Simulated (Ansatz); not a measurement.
# F2GeH2Se2: up Jacob's ladder to CCSD(T)

An exercise on one series of results from a longer session: the logs are not shown, and one member is left open.

Computed with Ansatz 0.2.0, Gaussian basis. Level: functionals in def2-TZVPP, the program's frozen cores in correlated methods.

Levels to be run: LDA (SPW92), PBE-D4, revPBE-D4, BLYP-D4, r2SCAN-D4, B97M-V, PBE0-D4, B3LYP-D4, r2SCANh-D4, r2SCAN0-D4, HSE06-D4, BHLYP-D4, CAM-B3LYP-D4, LC-ωPBE, ωB97X-V, ωB97M-V, B2PLYP, PBE-QIDH; CCSD(T)/def2-SVP; CCSD(T)/def2-TZVPP; MP2/def2-QZVPP; extrapolation to the limit; RPA on PBE.

**The relaxed structure**

The geometry comes from an earlier relaxation with PBE0-D4 in a triple-zeta def2 set; it is a stationary point, not always the lowest conformer.

SMILES `[F][Ge]([F])([SeH])[SeH]`, 7 atoms, charge 0, spin multiplicity 1.

Atoms are counted from 1 here; the program's logs count them from 0.

Bond lengths: F1–Ge2 1.724 Å, Ge2–F3 1.726 Å, Ge2–Se4 2.322 Å, Ge2–Se5 2.319 Å, Se4–H6 1.470 Å, Se5–H7 1.470 Å. Angles: F1–Ge2–F3 102.9°, F1–Ge2–Se4 112.7°, F1–Ge2–Se5 104.8°, F3–Ge2–Se4 107.1°, F3–Ge2–Se5 113.2°, Se4–Ge2–Se5 115.5°, Ge2–Se4–H6 90.2°, Ge2–Se5–H7 90.5°.

Geometry (Å):

```xyz
7
charge 0, multiplicity 1
F     0.9555   -1.3940    1.3515
Ge    0.2249   -0.3916    0.1544
F    -0.8148   -1.4859   -0.6823
Se   -1.1207    1.2643    1.0707
Se    1.9919    0.3628   -1.1438
H    -2.2586    0.3334    1.0954
H     1.0830    1.2432   -1.8916
```

Set-up of the first run:

Contents of in.yaml:

```yaml
crystal:
  periodic: [false, false, false]
  atoms:
    - {symbol: F, position_ang: [0.955520, -1.394048, 1.351504]}
    - {symbol: Ge, position_ang: [0.224896, -0.391627, 0.154419]}
    - {symbol: F, position_ang: [-0.814772, -1.485921, -0.682281]}
    - {symbol: Se, position_ang: [-1.120705, 1.264301, 1.070734]}
    - {symbol: Se, position_ang: [1.991904, 0.362760, -1.143791]}
    - {symbol: H, position_ang: [-2.258647, 0.333393, 1.095402]}
    - {symbol: H, position_ang: [1.083004, 1.243242, -1.891588]}
basis:
  gaussian: {orbitals: def2-TZVPP}
hamiltonian: {xc: lda}
output: {orbitals: {seedname: orbitals}}
```

Started as:

```bash
$ ansatz run in.yaml --threads 4 --pin off --events-out ev --progress --plain --max-ram 11315MiB
```

Steps of the session up to this table: LDA; PBE-D4 (GGA); revPBE-D4 (GGA); BLYP-D4 (GGA); r2SCAN-D4 (meta-GGA); B97M-V (meta-GGA); B3LYP-D4 (hybrid); r2SCANh-D4 (hybrid); r2SCAN0-D4 (hybrid); HSE06-D4 (hybrid); BHLYP-D4 (hybrid); CAM-B3LYP-D4 (range-separated); LC-ωPBE (range-separated); ωB97X-V (range-separated); ωB97M-V (range-separated); B2PLYP (double hybrid); PBE-QIDH (double hybrid).

One table of the session follows, with a row left open; its other results are not shown here.

It belongs to the step «Orbital energies across the functionals». 

```
  functional  HOMO (eV)  LUMO (eV)  gap (eV)
 LDA (SPW92)      -6.88      -2.90      3.97
      PBE-D4      -6.70      -2.59      4.11
   revPBE-D4      -6.64      -2.48      4.16
     BLYP-D4      -6.53      -2.54      3.99
   r2SCAN-D4      -7.02      -2.40      4.62
      B97M-V      -7.06      -2.24      4.83
     PBE0-D4      -7.92      -1.71      6.21
    B3LYP-D4      -7.66      -2.01      5.66
  r2SCANh-D4      -7.46      -2.08      5.38
  r2SCAN0-D4          ?          ?         ?
    HSE06-D4      -7.52      -2.08      5.44
    BHLYP-D4      -8.95      -0.77      8.19
CAM-B3LYP-D4      -9.21      -0.74      8.48
     LC-ωPBE     -10.59       0.47     11.05
     ωB97X-V     -10.23       0.40     10.63
     ωB97M-V     -10.08       0.23     10.31
```

Estimate the missing values for r2SCAN0-D4.

Worked estimate for «HOMO (eV)». Against the share of exact exchange, r2SCAN-D4 (0, -7.02), r2SCANh-D4 (0.1, -7.46) give a slope of -4.40 per unit share; at 0.25 the line stands at -8.12.

As computed: HOMO (eV): -8.12; LUMO (eV): -1.60; gap (eV): 6.52. In «HOMO (eV)» the line misses by 0.00.
